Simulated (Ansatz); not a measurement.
**Al: an axial (c/a) deformation path**

One table from this session's results is given with a row withheld; the runs are named, their logs left out.

This is Al in the hcp structure; at room conditions it is fcc.

Method: DFT PBEsol, scalar-relativistic, plane waves, PAW, in Ansatz 0.2.0.

## The starting structure

The structure is hexagonal, space group P6_3/mmc (No. 194). Conventional cell: a = 2.812 Å, b = 2.812 Å, c = 4.867 Å, α = 90.00°, β = 90.00°, γ = 120.00°. Around Al (site symmetry -6m2) lie 12 Al at 2.81 to 2.93 Å.

As a file:

```
Al
1.0
     2.81246    0.00000    0.00000
    -1.40623    2.43566    0.00000
     0.00000    0.00000    4.86685
Al
2
Cartesian
  1.4062 0.8119 3.6501
  0.0000 1.6238 1.2167
```

It goes back to an entry of the Materials Project, which need not be the stable form.

The cell is taken as given, not relaxed at this level.

## The reference cell

Reference values: F = -1049.0231 eV; pressure -1.33 GPa; largest force 0.000 eV/Å; gap on the mesh none (metal). It was computed beforehand with the settings of the runs below.

The first run:

At fixed volume and fractional coordinates, lengths along (0.000, 0.000, 1.000) are scaled against those across it; ρ is that ratio over its starting value.

Contents of input.yaml:

```yaml
crystal:
  lattice:
    - [2.9690168435, 0.0, 0.0]
    - [-1.4845084217, 2.5712440107, 0.0]
    - [0.0, 0.0, 4.3671077923]
  atoms:
    - { symbol: Al, position: [0.6666666667, 0.3333333333, 0.75] }
    - { symbol: Al, position: [0.3333333333, 0.6666666667, 0.25] }
basis:
  ecutwfc: 420
kpoints:
  mp_grid: { grid: [24, 24, 12] }
hamiltonian:
  xc: pbesol
scf:
  occupations: { method: gaussian, width: 0.15 }
output:
  forces: true
  stress: true
  eigenvalues: true
```

Run with:

```
ansatz run input.yaml --threads 1 --pin off --max-ram 2560MiB --backend cpu --events-out ev --progress --plain --runs-dir out
```

Among the steps run: Point ρ = 0.850; Point ρ = 1.200; At ρ = 0.920; ρ = 1.100; Point ρ = 0.960; ρ = 1.050; ρ = 0.800; Point ρ = 1.300.

One table of the session follows, with a row left open; its other results are not shown here.

It belongs to the step «The scan collected». 

| ρ | ΔE (meV/atom) | pressure (GPa) |
| --- | --- | --- |
| 0.800 | 59.3 | 0.8 |
| 0.850 | 23.6 | -0.6 |
| 0.920 | -1.1 | -1.5 |
| 0.960 | -5.6 | -1.6 |
| 1.000 | 0.0 | -1.3 |
| 1.050 | 15.2 | -0.6 |
| 1.100 | 41.5 | 0.5 |
| 1.200 | ? | ? |
| 1.300 | 257.4 | 8.9 |

**Question.** Estimate the row for ρ = 1.200.

Worked estimate for «ΔE (meV/atom)». A straight line through the neighbours (1.100, 41.5) and (1.300, 257.4) gives 41.5 + (257.4 − 41.5) × (1.200 − 1.100) / (1.300 − 1.100) = 149.4; a parabola fitted to 3 rows on both sides gives 127.3.

The run gave: ΔE (meV/atom): 126.3; pressure (GPa): 4.0. In «ΔE (meV/atom)» the line misses by +23.1 and the parabola by +1.0.
